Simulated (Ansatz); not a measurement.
# Ni: the cost of one run

Program: Ansatz 0.2.0. Level of theory: DFT LDA, scalar-relativistic, plane waves, PAW. These are calculated values, not measurements.

27 further runs of the same task are left out: 27 set aside as unsound or not needed.

### 1 The starting structure

The structure is cubic, space group Fm-3m (No. 225). The conventional cell has a = 3.205 Å, b = 3.205 Å, c = 3.205 Å, α = 90.00°, β = 90.00°, γ = 90.00°. Around Ni (site symmetry m-3m) lie 12 Ni at 2.27 Å.

As a file:

```xyz
1
Lattice="0.0000 1.6025 1.6025 1.6025 0.0000 1.6025 1.6025 1.6025 0.0000" Properties=species:S:1:pos:R:3 pbc="T T T"
Ni    0.0000    0.0000    0.0000
```

### 2 Volume 8.231 Å³ an atom, total moment held at 1.000 muB a cell

input.yaml reads:

```yaml
crystal:
  lattice:
    - [0.0, 1.6025350438, 1.6025350438]
    - [1.6025350438, 0.0, 1.6025350438]
    - [1.6025350438, 1.6025350438, 0.0]
  atoms:
    - { symbol: Ni, position: [0.0, 0.0, 0.0], spin: 1.0 }
basis:
  ecutwfc: 520.0
kpoints:
  mp_grid: { grid: [24, 24, 24] }
hamiltonian:
  xc: lda
  pseudopotentials: { kind: paw, azcp: { folder: soft_1 } }
scf:
  occupations: { method: gaussian, width: 0.15 }
  lower_state_search: "off"
output:
  forces: true
  stress: true
  eigenvalues: true
  populations: true
magnetization:
  spin_polarized: true
  initial_magnetization: 1.0
  spin_locking: { lock_magnetization: hard }
```

Run with:

```bash
$ ansatz run input.yaml --threads 1 --pin off --max-ram 2048MiB --backend cpu --events-out ev --progress --plain --runs-dir out
```

What time and memory should one allow on 1 thread of Arm Neoverse N1, shared host?

About 22 s, with a peak of 0.36 GiB.
